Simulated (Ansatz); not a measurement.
# NaLiZnS₂, space group P3m1: a relaxation of cell and ions

Program: the Ansatz DFT code, driven from Python.

Contents of `nalizns2.cif`:
```cif
data_NaLiZnS2
_cell_length_a 3.982056
_cell_length_b 3.982056
_cell_length_c 6.823850
_cell_angle_alpha 90.00000
_cell_angle_beta 90.00000
_cell_angle_gamma 120.00000
_symmetry_space_group_name_H-M 'P 1'
_symmetry_Int_Tables_number 1
loop_
_symmetry_equiv_pos_as_xyz
'x, y, z'
loop_
_atom_site_label
_atom_site_type_symbol
_atom_site_fract_x
_atom_site_fract_y
_atom_site_fract_z
Na1 Na    0.000000    0.000000    0.026164
Li2 Li    0.333333    0.666667    0.356647
Zn3 Zn    0.666667    0.333333    0.611634
S4 S    0.333333    0.666667    0.733812
S5 S    0.666667    0.333333    0.271743
```

The cells in order, each with its output:

```python
import ansatz as az
from ase.data import atomic_numbers
from ase.io import read
import numpy as np
import spglib
```

```python
def edges_and_angles(cell):
    cell = np.asarray(cell)
    a, b, c = np.linalg.norm(cell, axis=1)
    cosines = cell[1] @ cell[2] / (b * c), cell[0] @ cell[2] / (a * c), cell[0] @ cell[1] / (a * b)
    return (a, b, c, *np.degrees(np.arccos(cosines)))

atoms = read("nalizns2.cif")
xtal = az.Crystal.from_ase(atoms)

len(xtal.resolved().sites)
```

    5

```python
# edges free, angles fixed
calc = (
    xtal.calculation()
    .occupations("Fixed")
    .kpoints(mesh=(6, 6, 4))
    .functional(az.Functional.PBESOL)
    .relax(force_tolerance=0.005, max_steps=40, fix_cell=["angles"])
)
steps = []
```

```python
def collect(event):
    if event["event"] == "relax_step":
        steps.append(event["data"])
```

```python
done = calc.session().plan().execute(on_event=collect)
summary = done.report
```

    DeckWarning: the atoms were moved onto the symmetric positions of the space group found under crystal.symmetry.tolerance 1.0e-5 (fractional; no operation is sought that the atoms, as they stand in a [...]
    DeckWarning: basis.ecutwfc = 420 eV, auto-derived from the records' recommended cutoffs: set by Na (normal level)
    DeckWarning: crystal.symmetry: narrowed to the stabiliser of the fixed cell quantities (relax.cell.fix) — unitary ops 6 → 2. The narrowing is safe, since a smaller group never makes results wrong: [...]

```python
summary["kpoints_frac"][:4]
```

    [[0.0, 0.0, 0.0], [0.0, 0.0, 0.25], [0.0, 0.0, -0.5], [0.0, 0.16666666666666666, 0.0]]

```python
type(done).__name__, type(summary).__name__
```

    ('RunOutcome', 'dict')

```python
summary["free_energy_ev"]
```

    -6734.982332798118

```python
for s in steps:
    flag = "" if s["accepted"] else "  (rejected)"
    print("step %2d  E = %.5f eV  largest force component = %.4f eV/A%s" % (s["step"], s["lagrangian_ev"], s["allowed_force_max_ev_ang"], flag))
```

    step  1  E = -6734.95492 eV  largest force component = 0.1465 eV/A
    step  2  E = -6734.97922 eV  largest force component = 0.0838 eV/A
    step  3  E = -6734.98288 eV  largest force component = 0.0343 eV/A
    step  4  E = -6734.98298 eV  largest force component = 0.0041 eV/A
    step  5  E = -6734.98233 eV  largest force component = 0.0041 eV/A

```python
first, last = steps[0], steps[-1]
symbols = [site.symbol for site in done.lattice.sites]
print(f"energy gained {first['lagrangian_ev'] - last['lagrangian_ev']:.4f} eV in {len(steps) - 1} steps")
for label, vectors in (("before", first["cell_ang"]), ("after", done.lattice.cell_ang)):
    print(label, "a b c (A) {:.4f} {:.4f} {:.4f}  angles {:.2f} {:.2f} {:.2f}".format(*edges_and_angles(vectors)), f" V = {abs(np.linalg.det(vectors)):.3f} A^3")
print("final stress xx yy zz (GPa, compression positive):", np.round(np.diag(summary["stress_gpa"]), 3) + 0.0)
```

    energy gained 0.0274 eV in 4 steps
    before a b c (A) 3.9821 3.9821 6.8239  angles 90.00 90.00 120.00  V = 93.708 A^3
    after a b c (A) 3.9188 3.9188 6.7362  angles 90.00 90.00 120.00  V = 89.588 A^3
    final stress xx yy zz (GPa, compression positive): [0.005 0.005 0.01 ]

```python
fractions = [site.position_frac for site in done.lattice.sites]
numbers = [atomic_numbers[s] for s in symbols]
for tolerance in (1e-3, 1e-2, 1e-1):
    print(f"space group at {tolerance} A:", spglib.get_spacegroup((done.lattice.cell_ang, fractions, numbers), symprec=tolerance))

print("relaxed fractional positions")
for site in done.lattice.sites:
    print(f"  {site.symbol:2s}", " ".join(f"{v % 1:8.5f}" for v in np.round(site.position_frac, 5)))
```

    space group at 0.001 A: P3m1 (156)
    space group at 0.01 A: P3m1 (156)
    space group at 0.1 A: P3m1 (156)
    relaxed fractional positions
      Na  0.00000  0.00000  0.02466
      Li  0.33333  0.66667  0.35791
      Zn  0.66667  0.33333  0.61216
      S   0.33333  0.66667  0.73429
      S   0.66667  0.33333  0.27098

```python
print("%-22s %14.5f eV" % ("F = E - TS", summary["free_energy_ev"]))
print("%-22s %14.5f eV" % ("E", summary["internal_energy_ev"]))
print("%-22s %14.5f eV" % ("Harris-Foulkes", summary["harris_foulkes_ev"]))
print("%-22s %14.5f eV" % ("Fermi level", summary["fermi_energy_ev"]))
```

    F = E - TS                -6734.98233 eV
    E                         -6734.98233 eV
    Harris-Foulkes            -6734.98233 eV
    Fermi level                   4.48922 eV

What to keep in mind:
- Total energies depend on the potentials; only differences at equal settings carry meaning. A total without «per atom» is that of the whole cell that was run.
- With fixed filling the reported Fermi level is the top filled level among the k-points of the SCF.
- An absolute Fermi energy rests on an arbitrary zero of the periodic potential and has no direct meaning.
- Energies along a relaxation are free energies. Rows at an unchanged volume are solved on a plane-wave basis chosen afresh for that cell, so the energy can jump there; the script counts such rows among its steps.
- This cell is a computed structure, which may not be the phase found in nature.
- Warnings are shown shortened and without file and line.
- Finished in 31 s on 1 thread of Arm Neoverse V2, with other jobs on the host, peak memory 0.5 GiB.
